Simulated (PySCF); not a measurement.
# WO(OH)4: forces at shaken geometries

Aim: move all atoms of relaxed WO(OH)4 at random and read energies and forces. It is a constructed species; whether it can be made isn't addressed.

Computed with PySCF 2.14.0. Level: BP86, W def2-SVP with ECP60, O def2-SVP, H def2-SVP; scalar-relativistic core potentials, no spin–orbit coupling.

4 further runs of the same task are left out: 2 for a known fault of the program, 2 that didn't finish.

### 1 Starting geometry

10 atoms, charge 0, spin multiplicity 1.

Bond lengths: W1–O2 1.720 Å, W1–O3 1.931 Å, W1–O5 1.931 Å, W1–O7 1.931 Å, W1–O9 1.931 Å, O3–H4 0.978 Å, O5–H6 0.978 Å, O7–H8 0.978 Å, O9–H10 0.978 Å. Angles: O2–W1–O3 106.6°, O2–W1–O5 106.6°, O2–W1–O7 106.6°, O2–W1–O9 106.6°, O3–W1–O5 85.3°, O3–W1–O7 146.8°, O3–W1–O9 85.3°, O5–W1–O7 85.3°, O5–W1–O9 146.8°, O7–W1–O9 85.3°, W1–O3–H4 119.5°, W1–O5–H6 119.5°, W1–O7–H8 119.5°, W1–O9–H10 119.5°.

Geometry (Å):

```csv
atom,x (Å),y (Å),z (Å)
W1,0.00000,0.00000,0.15857
O2,0.00000,0.00000,1.87852
O3,1.83153,0.26284,-0.39353
H4,2.50947,-0.39446,-0.14068
O5,-0.26284,1.83153,-0.39353
H6,0.39446,2.50947,-0.14068
O7,-1.83153,-0.26284,-0.39353
H8,-2.50947,0.39446,-0.14068
O9,0.26284,-1.83153,-0.39353
H10,-0.39446,-2.50947,-0.14068
```

Formal oxidation states: W +6. An earlier session relaxed this geometry at BP86, W def2-SVP with ECP60, O def2-SVP, H def2-SVP (singlet, point group C4).

Its energy there is -445.668934 Eh.

### 2 Atoms moved at random, σ = 0.1 Å

run.py (the lines that set the calculation)

```python
mol = gto.M(atom='''
W      0.01082     0.06989     0.16449
O     -0.04974    -0.04788     1.95424
O      1.85381     0.25825    -0.41886
H      2.48061    -0.44429    -0.00698
O     -0.32701     1.92357    -0.42165
H      0.48240     2.61814    -0.20731
O     -1.72674    -0.20547    -0.56072
H     -2.61155     0.36626    -0.05252
O      0.31841    -2.02327    -0.35511
H     -0.43099    -2.51519    -0.19534''',
    basis={'W': 'def2-SVP', 'O': 'def2-SVP', 'H': 'def2-SVP'},
    ecp={'W': 'def2-SVP'},
    charge=0, spin=0)
mf = dft.RKS(mol, xc='B88,P86')
mf.grids.atom_grid = (50, 194)
mf = mf.density_fit()  # fitting sets: W def2-universal-JKFIT, O def2-universal-JKFIT, H def2-universal-JKFIT
mf.conv_tol = 1e-08; mf.max_cycle = 55
mf.kernel(dm0)  # dm0: the density of the relaxed state
```

On the command line:

```
OMP_NUM_THREADS=2 python run.py
```

### 3 Atoms moved at random, σ = 0.15 Å

run.py (the lines that set the calculation)

```python
mol = gto.M(atom='''
W      0.33018    -0.00149    -0.28620
O     -0.25991     0.01814     1.90252
O      1.83469     0.28738    -0.37090
H      2.58814    -0.37900    -0.17671
O     -0.52798     1.97109    -0.47470
H      0.34966     2.42558    -0.02043
O     -1.69544    -0.54687    -0.41064
H     -2.25059     0.63979     0.14339
O     -0.12718    -1.97154    -0.31167
H     -0.24157    -2.44310    -0.09442''',
    basis={'W': 'def2-SVP', 'O': 'def2-SVP', 'H': 'def2-SVP'},
    ecp={'W': 'def2-SVP'},
    charge=0, spin=0)
mf = dft.RKS(mol, xc='B88,P86')
mf.grids.atom_grid = (50, 194)
mf = mf.density_fit()  # fitting sets: W def2-universal-JKFIT, O def2-universal-JKFIT, H def2-universal-JKFIT
mf.conv_tol = 1e-08; mf.max_cycle = 55
mf.kernel(dm0)  # dm0: the density of the relaxed state
```

### 4 Atoms moved at random, σ = 0.1 Å

run.py (the lines that set the calculation)

```python
mol = gto.M(atom='''
W      0.00614    -0.06641     0.21113
O     -0.11665     0.01873     1.94900
O      1.87906     0.31588    -0.27438
H      2.59544    -0.36329    -0.13692
O     -0.27106     1.92639    -0.51481
H      0.37113     2.52616    -0.15218
O     -1.87780    -0.24765    -0.39275
H     -2.43553     0.31726    -0.19387
O      0.22809    -1.81361    -0.39135
H     -0.37882    -2.61346    -0.20364''',
    basis={'W': 'def2-SVP', 'O': 'def2-SVP', 'H': 'def2-SVP'},
    ecp={'W': 'def2-SVP'},
    charge=0, spin=0)
mf = dft.RKS(mol, xc='B88,P86')
mf.grids.atom_grid = (50, 194)
mf = mf.density_fit()  # fitting sets: W def2-universal-JKFIT, O def2-universal-JKFIT, H def2-universal-JKFIT
mf.conv_tol = 1e-08; mf.max_cycle = 55
mf.kernel(dm0)  # dm0: the density of the relaxed state
```

What does the calculation give? Wanted: for each run, σ; energy rise; harmonic estimate −½ F·u; largest force component.

**Answer**, as computed:

| σ (Å) | energy rise (eV) | harmonic estimate −½ F·u (eV) | largest force component (eV/Å) |
| --- | --- | --- | --- |
| 0.1 | 1.675 | 1.494 | 5.28 |
| 0.15 | 29.691 | 33.198 | 123.55 |
| 0.1 | 1.503 | 1.645 | 10.73 |

Every displacement raises the energy. For a harmonic well the rise equals −½ F·u; the two differ by at most 12 % here (a move with σ = 0.15 Å), from anharmonicity, the grid and the small forces left at the relaxed point. The bases are small and lack diffuse functions. Spin–orbit coupling is left out.
